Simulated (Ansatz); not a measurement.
This was printed by a script on Ansatz 0.2.0 through its Python package, for a convergence test of the plane-wave cutoff of YbPd, space group Pm-3m. What did the script look like? Level of theory (first run): PBEsol, PAW, cutoff 250 eV, 8×8×8 k-points, Gaussian smearing of 0.2 eV. The script varies cutoff (eV): 250, 300, 350, 400, 450.

The script reads `POSCAR_ybpd`:
```text
YbPd
1.0
   3.44700000    0.00000000    0.00000000
   0.00000000    3.44700000    0.00000000
   0.00000000    0.00000000    3.44700000
Yb Pd
1 1
Direct
   0.50000000    0.50000000    0.50000000
   0.00000000    0.00000000    0.00000000
```

```console
$ python ecut_ybpd.py
 cutoff (eV)   F/atom (eV)    iterations   plane waves
         250  -10290.69702             9           365
         300  -10292.18518             9           461
         350  -10292.32914             9           619
         400  -10292.33570            10           739
         450  -10292.33666            10           895
250: +1639.64 meV/atom
300: +151.48 meV/atom
350: +7.52 meV/atom
400: +0.97 meV/atom  (within 2 meV)
```

The script that was run (others could print the same):

The script, `ecut_ybpd.py`:
```python
'''Cutoff test for YbPd.'''

import warnings

import ansatz as az
from ase.io import read


def main() -> None:
    warnings.simplefilter('ignore', az.DeckWarning)

    atoms = read('POSCAR_ybpd', format='vasp')
    system = az.Crystal.from_ase(atoms)

    base = system.calculation()
    base = base.occupations('gaussian', width=0.2)
    base = base.eigensolver('davidson')
    base = base.kpoints(8, shift=0.5).scf(tolerance=1e-09)
    base = base.functional('PBEsol')

    rows = []
    for value in [250, 300, 350, 400, 450]:
        r = base.basis(value).run(threads=1).report
        rows.append((value, r['free_energy_ev'] / len(r['lattice']['sites']), r['n_iterations'], r['n_pw']))

    print(' cutoff (eV)   F/atom (eV)    iterations   plane waves')
    for row in rows:
        print(f'{str(row[0]):>12s}  {row[1]:12.5f}  {row[2]:12d}  {row[3]:12d}')

    # the last row is the reference
    for row in rows[:-1]:
        shift = 1000 * (row[1] - rows[-1][1])
        print(f'{row[0]}: {shift:+.2f} meV/atom' + ('  (within 2 meV)' if abs(shift) < 2 else ''))


if __name__ == '__main__':
    main()
```

From 400 eV on it stays within 2 meV an atom of the value at 450 eV; the first row (250 eV) is off by 1639.6 meV and the last but one by 0.97 meV. The energy falls steadily, as expected when plane waves are added.

Notes:
- Semilocal functionals put the nearly full 4f shell of Yb too close to the Fermi level.
- The free energy holds a sizeable smearing term, which stands for no physical temperature.
- The structure is a deposited one; some such entries were measured under pressure or heat, so a shift against it needn't be the functional's error alone.
- Shifts are counted from the last row, which is itself no proven limit.
- The script silences the warnings on its input, which a real study should read.
- Timing: 7.8 s on 1 thread of Arm Neoverse V2, on a shared host, peak memory 0.41 GiB.
